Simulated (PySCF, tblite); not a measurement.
# CH₂BNO₂, a small molecule taken as a stand-in for a surface group (boron hydroxide): NMR shifts, core binding energies and electronic excitations, part 2 of 2

tblite 0.8.0 and PySCF 2.14.0. Atoms count from 0, parts from 1. Earlier steps stand in the parts before.

## (5) X-ray photoelectron lines: SCAN, X2C

Job settings and geometry (Å):

```
{"job": {"kind": "xps", "holes": 5}, "charge": 0, "multiplicity": 1}
O     -0.634235     1.183588     0.109874
B     -0.194749    -0.088990    -0.027380
O     -1.049197    -1.117763    -0.159102
C      1.336982    -0.402886    -0.036035
N      2.480931    -0.585627    -0.035626
H      0.066697     1.837143     0.196278
H     -1.970119    -0.831351    -0.142918
```

With the program's defaults for keys left out, this is: delta-SCF UKS SCAN, pcX-2 on the ionised atom, pcseg-1 elsewhere, spin-free X2C.

The program printed:

```text
ground state, core basis on atom 0 (O), 111 functions
  cycle   1  E = -269.34096604  |g| = 9.35e-01
  cycle   2  E = -268.97153679  |g| = 1.68e+00
  cycle   3  E = -269.47321713  |g| = 3.09e-01
  cycle   4  E = -269.49074196  |g| = 1.49e-01
  cycle   5  E = -269.49579612  |g| = 2.79e-02
  cycle   6  E = -269.49593029  |g| = 1.53e-02
  cycle   7  E = -269.49597151  |g| = 4.06e-03
  cycle   8  E = -269.49597471  |g| = 7.10e-04
  cycle   9  E = -269.49597440  |g| = 1.90e-04
  E(ground) = -269.50420487 Eh
hole in O 1s of atom 0
  cycle   1  E = -248.84183537  |g| = 2.22e+00
  cycle   2  E = -248.22533457  |g| = 2.24e+00
  cycle   3  E = -249.38873285  |g| = 7.61e-01
  cycle   4  E = -249.32897215  |g| = 7.97e-01
  cycle   5  E = -249.62328319  |g| = 1.97e-01
  cycle   6  E = -249.63755598  |g| = 9.44e-02
  cycle   7  E = -249.64089882  |g| = 1.94e-02
  cycle   8  E = -249.64109542  |g| = 3.73e-03
  cycle   9  E = -249.64110314  |g| = 1.53e-03
  cycle  10  E = -249.64110437  |g| = 4.03e-04
  E(ion) = -249.65004440 Eh   <S^2> = 0.7609   hole on atom = 1.000   binding energy = 540.259 eV
ground state, core basis on atom 1 (B), 111 functions
  cycle   1  E = -269.46409627  |g| = 8.87e-02
  cycle   2  E = -269.46156440  |g| = 1.39e-01
  cycle   3  E = -269.46503648  |g| = 3.01e-02
  cycle   4  E = -269.46504973  |g| = 2.84e-02
  cycle   5  E = -269.46522629  |g| = 6.13e-03
  cycle   6  E = -269.46523527  |g| = 1.42e-03
  cycle   7  E = -269.46523562  |g| = 2.05e-04
  E(ground) = -269.47738559 Eh
hole in B 1s of atom 1
  cycle   1  E = -261.77108604  |g| = 1.17e+00
  cycle   2  E = -259.86566092  |g| = 2.07e+00
  cycle   3  E = -261.58263347  |g| = 1.07e+00
  cycle   4  E = -262.08464714  |g| = 3.76e-01
  cycle   5  E = -262.13922461  |g| = 1.29e-01
  cycle   6  E = -262.14738600  |g| = 3.88e-02
  cycle   7  E = -262.14781981  |g| = 2.49e-02
  cycle   8  E = -262.14806133  |g| = 8.50e-03
  cycle   9  E = -262.14807695  |g| = 7.58e-03
  cycle  10  E = -262.14810438  |g| = 1.70e-03
  cycle  11  E = -262.14810898  |g| = 1.10e-03
  cycle  12  E = -262.14811138  |g| = 3.25e-04
  E(ion) = -262.15984704 Eh   <S^2> = 0.7727   hole on atom = 1.000   binding energy = 199.120 eV
ground state, core basis on atom 2 (O), 111 functions
  cycle   1  E = -269.49550034  |g| = 1.01e-01
  cycle   2  E = -269.49445533  |g| = 8.99e-02
  cycle   3  E = -269.49525858  |g| = 5.86e-02
  cycle   4  E = -269.49582963  |g| = 1.16e-02
  cycle   5  E = -269.49585654  |g| = 2.92e-03
  cycle   6  E = -269.49585934  |g| = 8.75e-04
  cycle   7  E = -269.49586081  |g| = 8.82e-05
  E(ground) = -269.50449416 Eh
hole in O 1s of atom 2
  cycle   1  E = -248.84845288  |g| = 2.21e+00
  cycle   2  E = -248.41849074  |g| = 2.15e+00
  cycle   3  E = -249.41980399  |g| = 7.27e-01
  cycle   4  E = -249.34258837  |g| = 7.82e-01
  cycle   5  E = -249.63475320  |g| = 1.54e-01
  cycle   6  E = -249.64285750  |g| = 8.34e-02
  cycle   7  E = -249.64553819  |g| = 1.16e-02
  cycle   8  E = -249.64560901  |g| = 3.81e-03
  cycle   9  E = -249.64561676  |g| = 1.43e-03
  cycle  10  E = -249.64561819  |g| = 4.61e-04
  E(ion) = -249.65475855 Eh   <S^2> = 0.7611   hole on atom = 1.000   binding energy = 540.139 eV
ground state, core basis on atom 3 (C), 111 functions
  cycle   1  E = -269.46931114  |g| = 8.76e-02
  cycle   2  E = -269.46698510  |g| = 1.29e-01
  cycle   3  E = -269.46992660  |g| = 3.30e-02
  cycle   4  E = -269.46986978  |g| = 3.63e-02
  cycle   5  E = -269.47016374  |g| = 4.32e-03
  cycle   6  E = -269.47016648  |g| = 7.80e-04
  cycle   7  E = -269.47016748  |g| = 1.69e-04
  E(ground) = -269.48338962 Eh
hole in C 1s of atom 3
  cycle   1  E = -258.19560344  |g| = 1.50e+00
  cycle   2  E = -256.16034388  |g| = 2.28e+00
  cycle   3  E = -258.41629375  |g| = 8.42e-01
  cycle   4  E = -258.60320266  |g| = 5.63e-01
  cycle   5  E = -258.67693114  |g| = 3.34e-01
  cycle   6  E = -258.72423244  |g| = 8.33e-02
  cycle   7  E = -258.72751354  |g| = 1.85e-02
  cycle   8  E = -258.72768544  |g| = 1.85e-02
  cycle   9  E = -258.72789393  |g| = 7.89e-03
  cycle  10  E = -258.72799919  |g| = 4.42e-03
  cycle  11  E = -258.72807847  |g| = 1.51e-03
  cycle  12  E = -258.72808548  |g| = 4.48e-04
  E(ion) = -258.73933886 Eh   <S^2> = 0.8319   hole on atom = 1.000   binding energy = 292.361 eV
ground state, core basis on atom 4 (N), 111 functions
  cycle   1  E = -269.48026745  |g| = 7.61e-02
  cycle   2  E = -269.47891901  |g| = 8.32e-02
  cycle   3  E = -269.47899980  |g| = 8.05e-02
  cycle   4  E = -269.48043386  |g| = 5.07e-03
  cycle   5  E = -269.48044103  |g| = 9.43e-04
  cycle   6  E = -269.48043925  |g| = 2.97e-04
  E(ground) = -269.49021270 Eh
hole in N 1s of atom 4
  cycle   1  E = -253.87670171  |g| = 1.84e+00
  cycle   2  E = -250.87574209  |g| = 2.77e+00
  cycle   3  E = -254.10816987  |g| = 1.03e+00
  cycle   4  E = -254.44146911  |g| = 5.73e-01
  cycle   5  E = -254.51893721  |g| = 3.45e-01
  cycle   6  E = -254.56378893  |g| = 7.65e-02
  cycle   7  E = -254.56677835  |g| = 3.03e-02
  cycle   8  E = -254.56714470  |g| = 2.05e-02
  cycle   9  E = -254.56745218  |g| = 9.60e-03
  cycle  10  E = -254.56755127  |g| = 4.36e-03
  cycle  11  E = -254.56758742  |g| = 1.33e-03
  cycle  12  E = -254.56759004  |g| = 3.31e-04
  E(ion) = -254.57745297 Eh   <S^2> = 0.8284   hole on atom = 1.000   binding energy = 405.797 eV
```

Wall time 20 s (1 thread of Arm Neoverse V1, shared host); peak memory 0.43 GiB.

Binding energies by hole, beside the orbital energy of the ground state; the difference holds orbital relaxation and, for a density functional, its self-interaction error:

| hole | stands for | environment | ΔSCF (eV) | −ε (eV) | ⟨S²⟩ |
| --- | --- | --- | --- | --- | --- |
| O1s on O0 | O0 | oxygen bonded to B, H | 540.26 | 518.0 | 0.761 |
| B1s on B1 | B1 | boron bonded to C, 2 O | 199.12 | 182.5 | 0.773 |
| O1s on O2 | O2 | oxygen bonded to B, H | 540.14 | 517.8 | 0.761 |
| C1s on C3 | C3 | carbon bonded to B, N | 292.36 | 274.4 | 0.832 |
| N1s on N4 | N4 | nitrogen bonded to C | 405.80 | 386.4 | 0.828 |

## (6) Excited states and response: CAM-B3LYP/def2-SVPD

The job, as its differences from that of step 5:

```diff
@@ -1,2 +1,2 @@
-{"job": {"kind": "xps", "holes": 5}, "charge": 0, "multiplicity": 1}
+{"job": {"kind": "uv", "xc": "CAM-B3LYP", "basis": "def2-SVPD", "nstates": 6, "ntriplets": 2, "ip": true}, "charge": 0, "multiplicity": 1}
 O     -0.634235     1.183588     0.109874
```

Level: TDDFT CAM-B3LYP/def2-SVPD, vertical, gas phase, core orbitals frozen in the response.

The program printed:

```text
coarse grid: 6648 points
cycle   1  E = -268.9745098175  dE =  6.913e-01  |g| = 8.582e-01  |ddm| = 3.490e+00
cycle   2  E = -268.8553577597  dE =  1.192e-01  |g| = 1.196e+00  |ddm| = 1.755e+00
cycle   3  E = -269.1180118967  dE = -2.627e-01  |g| = 1.511e-01  |ddm| = 1.029e+00
cycle   4  E = -269.1215751331  dE = -3.563e-03  |g| = 7.849e-02  |ddm| = 1.760e-01
cycle   5  E = -269.1228568713  dE = -1.282e-03  |g| = 7.445e-03  |ddm| = 8.339e-02
cycle   6  E = -269.1228702897  dE = -1.342e-05  |g| = 1.464e-03  |ddm| = 1.183e-02
cycle   7  E = -269.1228709001  dE = -6.104e-07  |g| = 3.533e-04  |ddm| = 3.482e-03
final grid: 66568 points
cycle   8  E = -269.1774260503  dE = -2.722e-05  |g| = 1.698e-03  |ddm| = 3.724e-02
cycle   9  E = -269.1774263908  dE = -3.405e-07  |g| = 1.410e-03  |ddm| = 4.915e-03
cycle  10  E = -269.1774267353  dE = -3.445e-07  |g| = 3.511e-04  |ddm| = 1.440e-03
cycle  11  E = -269.1774267555  dE = -2.021e-08  |g| = 1.666e-04  |ddm| = 4.355e-04
cycle  12  E = -269.1774267606  dE = -5.088e-09  |g| = 7.827e-05  |ddm| = 2.483e-04
cycle  13  E = -269.1774267620  dE = -1.327e-09  |g| = 1.190e-05  |ddm| = 7.046e-05
cycle  14  E = -269.1774267620  dE = -5.036e-11  |g| = 5.203e-06  |ddm| = 2.214e-05
converged SCF energy = -269.1774267620

Static polarisability (au): isotropic 36.835, principal 26.928 35.486 48.090

Singlet excitations
state   eV       nm        f      main configurations
  1   6.6627    186.1   0.00002   H->L 0.94
  2   7.3089    169.6   0.02909   H-1->L 0.65, H->L+2 0.17, H->L+3 0.13
  3   7.8033    158.9   0.00075   H-1->L+2 0.44, H-1->L+3 0.32, H-3->L 0.12
  4   7.8332    158.3   0.00548   H-3->L 0.84
  5   8.4986    145.9   0.09869   H-2->L 0.92
  6   8.7201    142.2   0.00000   H-2->L+1 0.90

Triplet excitations (Tamm-Dancoff, eV): 5.6367 6.1140
Vertical ionisation energy (delta-SCF) = 12.9400 eV
Vertical electron affinity (delta-SCF) = -0.8764 eV
```

Run time: 61 s. Hardware: 1 thread of Arm Neoverse V1, shared host; peak memory 0.56 GiB.

The orbitals next to the gap, with their largest atomic shares:

| orbital | eV | atoms |
| --- | --- | --- |
| HOMO−3 | -12.11 | N4 70 %, C3 18 %, O0 5 % |
| HOMO−2 | -11.93 | O2 44 %, O0 42 %, B1 8 % |
| HOMO−1 | -11.59 | N4 48 %, C3 40 %, O2 5 % |
| HOMO | -11.55 | N4 50 %, C3 40 %, O0 6 % |
| LUMO | -0.11 | N4 26 %, C3 26 %, B1 25 % |
| LUMO+1 | 0.23 | B1 52 %, O0 15 %, O2 11 % |
| LUMO+2 | 0.91 | O0 26 %, O2 18 %, N4 16 % |

With each of the 6 states as a Gaussian band of 0.4 eV half-width at 1/e, the curve within the window shown has maxima at 169 nm (ε 1,200), 145 nm (ε 4,000) L/(mol cm). Beyond the last state computed it falls off for lack of states. The curve at chosen wavelengths:

| nm | ε (L/mol/cm) |
| --- | --- |
| 137 | 730 |
| 140 | 2033 |
| 142 | 3076 |
| 145 | 3992 |
| 148 | 3539 |
| 150 | 2730 |
| 153 | 1533 |
| 156 | 858 |
| 158 | 709 |
| 161 | 779 |
| 164 | 1007 |
| 166 | 1149 |
| 169 | 1227 |
| 172 | 1097 |
| 175 | 823 |
| 177 | 619 |
| 180 | 356 |
| 183 | 178 |
| 185 | 105 |
| 188 | 43 |
| 191 | 16 |
| 193 | 8 |
| 196 | 3 |
| 199 | 1 |
| 201 | 0 |
| 204 | 0 |

Further results of this job:

| property | computed |
| --- | --- |
| dipole moment (D) | 3.73 |
| polarisability (Å³) | 5.46 |
| HOMO–LUMO gap (eV) | 11.44 |
| −ε(HOMO) (eV) | 11.55 |

## (7) Results

This closing draws on all 2 parts.

```
                                   quantity                                             value
                                point group                                                Cs
       rotational constants (main isotopes)                             10.25, 3.80, 2.77 GHz
     ¹³C shifts against TMS (PBE0/pcSseg-2)                                         128.1 ppm
      ¹H shifts against TMS (PBE0/pcSseg-2)                                    4.52, 4.08 ppm
     ¹⁷O shifts against H2O (PBE0/pcSseg-2)                                  133.7, 121.1 ppm
¹¹B shifts against BF3·OEt2 (PBE0/pcSseg-2)                                          16.8 ppm
     ¹⁵N shifts against NH3 (PBE0/pcSseg-2)                                         347.3 ppm
      surface potential, 1st and 99th percentile                                -1.59 V and 3.15 V
           O1s binding energies, SCAN/pcX-2                           O0 540.26, O2 540.14 eV
           B1s binding energies, SCAN/pcX-2                                      B1 199.12 eV
           C1s binding energies, SCAN/pcX-2                                      C3 292.36 eV
           N1s binding energies, SCAN/pcX-2                                      N4 405.80 eV
       lowest singlet (CAM-B3LYP/def2-SVPD)                       6.66 eV (186 nm), f = 0.000
   brightest single state of those computed                       state 5, 8.50 eV, f = 0.099
                             lowest triplet                                           5.64 eV
          vertical ionisation energy (ΔSCF)                                          12.94 eV
          vertical electron affinity (ΔSCF)  -0.88 eV (unbound: the value hangs on the basis)
```

What this shows: Over 4 steps the energy fell by 0.229 eV; of the close pairs, C3–N4 changed most, 1.112 to 1.158 Å (PBE0/def2-SVP). No frequency check was run at this level, so the end point may be a saddle. At PBE0/pcSseg-2: The widest tensor belongs to N4: span 590 ppm, with a paramagnetic part of -417 ppm. By nearest atom (PBE0/pcSseg-2), the HOMO sits on N4 53 %; C3 39 % and the LUMO on B1 32 %; N4 28 %. O0 (oxygen bonded to B, H) binds its O1s electron 0.12 eV more tightly than O2 (oxygen bonded to B, H). The lowest singlet, at 6.66 eV, is HOMO→LUMO 0.94 and is dark; of the 6 states computed, the strongest absorption comes from state 5 at 8.50 eV. The lowest triplet lies 1.03 eV below the lowest singlet (triplets in Tamm-Dancoff, singlets in full TDDFT). The orbital energy would give 11.55 eV for ionisation, ΔSCF gives 12.94 eV.
